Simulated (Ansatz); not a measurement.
# CH₅AlFN: up Jacob's ladder to CCSD(T)

The task here is to estimate one member of a computed series from the others.

Computed with Ansatz 0.2.0, Gaussian basis. Level: functionals in def2-TZVPP, the program's frozen cores in correlated methods.

Levels to be run: LDA (SPW92), PBE-D4, revPBE-D4, BLYP-D4, r2SCAN-D4, B97M-V, PBE0-D4, B3LYP-D4, r2SCANh-D4, r2SCAN0-D4, HSE06-D4, BHLYP-D4, CAM-B3LYP-D4, LC-ωPBE, ωB97X-V, ωB97M-V, B2PLYP, PBE-QIDH; CCSD(T)/def2-SVP; CCSD(T)/def2-TZVPP; MP2/def2-QZVPP; extrapolation to the limit; RPA on PBE.

**The geometry**

All runs share one geometry, relaxed beforehand with PBE0-D4 in a triple-zeta def2 set.

SMILES `FC[NH][AlH2]`, 9 atoms, charge 0, spin multiplicity 1.

Atoms are counted from 1 here; the program's logs count them from 0.

Bond lengths: F1–C2 1.400 Å, C2–N3 1.408 Å, C2–H5 1.094 Å, C2–H6 1.093 Å, N3–Al4 1.782 Å, N3–H7 1.010 Å, Al4–H8 1.580 Å, Al4–H9 1.580 Å. Angles: F1–C2–N3 111.8°, F1–C2–H5 105.5°, F1–C2–H6 106.3°, N3–C2–H5 112.6°, N3–C2–H6 110.4°, H5–C2–H6 109.9°, C2–N3–Al4 126.3°, C2–N3–H7 112.4°, Al4–N3–H7 120.9°, N3–Al4–H8 117.4°, N3–Al4–H9 116.5°, H8–Al4–H9 126.0°.

The first run:

Input file in.yaml:

```yaml
crystal:
  periodic: [false, false, false]
  atoms:
    - {symbol: F, position_ang: [1.013905, 1.593031, 1.054119]}
    - {symbol: C, position_ang: [-0.022351, 1.210507, 0.194703]}
    - {symbol: N, position_ang: [0.288653, 0.030234, -0.507257]}
    - {symbol: Al, position_ang: [-0.201946, -1.624065, -0.061363]}
    - {symbol: H, position_ang: [-0.181880, 2.064807, -0.470473]}
    - {symbol: H, position_ang: [-0.903581, 1.058933, 0.824114]}
    - {symbol: H, position_ang: [0.942991, 0.191415, -1.259718]}
    - {symbol: H, position_ang: [0.369037, -2.811546, -0.934195]}
    - {symbol: H, position_ang: [-1.216328, -1.759517, 1.143071]}
basis:
  gaussian: {orbitals: def2-TZVPP}
hamiltonian: {xc: lda}
output: {orbitals: {seedname: orbitals}}
```

Started as:

```sh
> ansatz run in.yaml --threads 2 --pin off --events-out ev --progress --plain --max-ram 4352MiB
```

Among the steps run: LDA; PBE-D4 (GGA); revPBE-D4 (GGA); BLYP-D4 (GGA); r2SCAN-D4 (meta-GGA); B97M-V (meta-GGA); B3LYP-D4 (hybrid); r2SCANh-D4 (hybrid); r2SCAN0-D4 (hybrid); HSE06-D4 (hybrid); BHLYP-D4 (hybrid); CAM-B3LYP-D4 (range-separated); LC-ωPBE (range-separated); ωB97X-V (range-separated); ωB97M-V (range-separated); B2PLYP (double hybrid); PBE-QIDH (double hybrid).

One table of the session follows, with a row left open; its other results are not shown here.

It belongs to the step «Frontier levels by functional». 

| functional | HOMO (eV) | gap (eV) |
| --- | --- | --- |
| LDA (SPW92) | -6.79 | 4.77 |
| PBE-D4 | -6.59 | 4.80 |
| revPBE-D4 | -6.51 | 4.82 |
| BLYP-D4 | -6.46 | 4.78 |
| r2SCAN-D4 | -6.85 | 5.42 |
| B97M-V | -6.96 | 5.28 |
| PBE0-D4 | ? | ? |
| B3LYP-D4 | -7.69 | 6.45 |
| r2SCANh-D4 | -7.36 | 6.18 |
| r2SCAN0-D4 | -8.12 | 7.31 |
| HSE06-D4 | -7.52 | 6.13 |
| BHLYP-D4 | -9.19 | 8.91 |
| CAM-B3LYP-D4 | -9.35 | 9.23 |
| LC-ωPBE | -10.74 | 11.72 |
| ωB97X-V | -10.37 | 11.22 |
| ωB97M-V | -10.29 | 10.86 |

Estimate the missing values for PBE0-D4.

**Answer.** HOMO (eV): -7.92; gap (eV): 6.90. In the column «HOMO (eV)» it lies between r2SCAN0-D4 (-8.12) and B3LYP-D4 (-7.69).
